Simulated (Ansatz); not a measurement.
# GaH3O: the cost of one run

Computed with Ansatz 0.2.0, Gaussian basis. Level: PBE0-D4/def2-TZVP structures, single points in def2-TZVPP, no counterpoise correction.

Levels: SPW92, PBE-D4, BLYP-D4, r2SCAN-D4, B97M-V, PBE0-D4, B3LYP-D4, r2SCAN0-D4, BHLYP-D4, CAM-B3LYP-D4, wB97X-V, wB97M-V, B2PLYP, PBE-QIDH, RPA on PBE, Hartree-Fock, MP2, CCSD, CCSD(T).

Correlated methods freeze the cores. Filled d shells of the heavier atoms are correlated. B3LYP uses VWN-RPA correlation. B2PLYP carries no dispersion term here.

94 further runs of the same task are left out: 94 set aside as unsound or not needed.

## Step 1: Starting geometry

The complex: 10 atoms, charge 0, spin multiplicity 1.

Atoms are counted from 1 here; the program's logs count them from 0.

Bond lengths: Ga1–O2 1.792 Å, Ga1–H3 1.566 Å, Ga1–H4 1.555 Å, O2–H7 0.959 Å, H5–C6 1.092 Å, C6–H8 1.090 Å, C6–H9 1.093 Å, C6–H10 1.089 Å. Angles: O2–Ga1–H3 117.4°, O2–Ga1–H4 114.0°, H3–Ga1–H4 128.5°, Ga1–O2–H7 113.8°, H5–C6–H8 108.8°, H5–C6–H9 110.8°, H5–C6–H10 109.7°, H8–C6–H9 108.1°, H8–C6–H10 109.6°, H9–C6–H10 109.8°.

As a file:

```
atom    x (Å)    y (Å)    z (Å)
 Ga1  -0.7630   0.4212  -1.3273
  O2   0.8354   1.1098  -1.7538
  H3  -1.0690  -1.0383  -1.8040
  H4  -1.6981   1.4117  -0.5764
  H5   0.9407   0.1058   0.9175
  C6   0.2562  -0.4775   1.5364
  H7   1.3995   0.5059  -2.2404
  H8   0.8339  -1.0162   2.2872
  H9  -0.2840  -1.2104   0.9321
 H10  -0.4519   0.1878   2.0287
```

Its parts: GaH3O holds atoms 1, 2, 3, 4, 7; CH4 holds atoms 5, 6, 8, 9, 10. Each part counts its atoms afresh in its own runs.

## Step 2: Relaxing GaH3O alone

relax-a/in.yaml

```yaml
crystal:
  periodic: [false, false, false]
  atoms:
    - {symbol: Ga, position_ang: [-0.762965, 0.421191, -1.327301]}
    - {symbol: O, position_ang: [0.835444, 1.109775, -1.753768]}
    - {symbol: H, position_ang: [-1.069045, -1.038285, -1.804028]}
    - {symbol: H, position_ang: [-1.698073, 1.411724, -0.576446]}
    - {symbol: H, position_ang: [1.399533, 0.505854, -2.240428]}
basis:
  gaussian: {orbitals: def2-TZVP}
hamiltonian: {xc: pbe0, dispersion: d4}
relax: {f_tol: 0.005, max_steps: 200}
```

The run is started by

```sh
$ ansatz run in.yaml --threads 4 --pin off --events-out ev --progress --plain --max-ram 9574MiB
```

**Question.** How long does this run take on 4 threads of Arm Neoverse V1, shared host?

About 3.6 s.
